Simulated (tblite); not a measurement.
# C3H12OSSi2: the cost of one run

The runs use tblite 0.8.0 and PySCF 2.14.0, with density-fitted response routines of our own; the level of theory stands in each step. All values are computed, except where a source is named. Atoms are numbered from 0 throughout.

**1. The molecule as given**

19 atoms, charge 0, multiplicity 1; geometry from: force field or distance geometry start.

Bonds of the start (Å): C0–Si1 1.86, Si1–C2 1.87, C2–S3 1.79, S3–Si4 2.15, Si4–C5 1.86, Si4–O6 1.73, C0–H7 1.10, C0–H8 1.12, C0–H9 1.12, Si1–H10 1.48, Si1–H11 1.46, C2–H12 1.09, C2–H13 1.12, Si4–H14 1.47, C5–H15 1.12, C5–H16 1.12, C5–H17 1.10, O6–H18 0.98.

**2. Optimising the geometry with GFN2-xTB**

Job settings and geometry (Å):

```
{"job": {"kind": "relax", "xc": "GFN2-xTB", "basis": "xTB"}, "charge": 0, "multiplicity": 1}
C     -3.777800    -0.018600    -0.089600
Si    -2.059300    -0.647200    -0.435800
C     -0.921300     0.832200    -0.453300
S      0.366900     0.606500     0.775700
Si     2.042600    -0.290100    -0.235100
C      3.606500     0.049500     0.718700
O      2.121500     0.435500    -1.803700
H     -4.495100    -0.827200     0.101100
H     -3.699600     0.601300     0.839500
H     -4.104400     0.603300    -0.960900
H     -1.683900    -1.623700     0.606600
H     -2.014700    -1.353100    -1.708600
H     -0.537400     0.927300    -1.474200
H     -1.546200     1.721600    -0.203300
H      1.846100    -1.740100    -0.333300
H      4.114500    -0.929400     0.915400
H      3.375000     0.456300     1.732700
H      4.317200     0.685400     0.170800
H      3.039700     0.519700    -2.124800
```

Started as:

```console
OMP_NUM_THREADS=1 python probes_run.py task.json out
```

One launch serves the whole session: the jobs run in the order shown.

**Question.** How long does this first job take on 1 thread of Arm Neoverse V1, shared host, and how much memory does it need?

About 2 s, with a peak of 0.18 GiB.
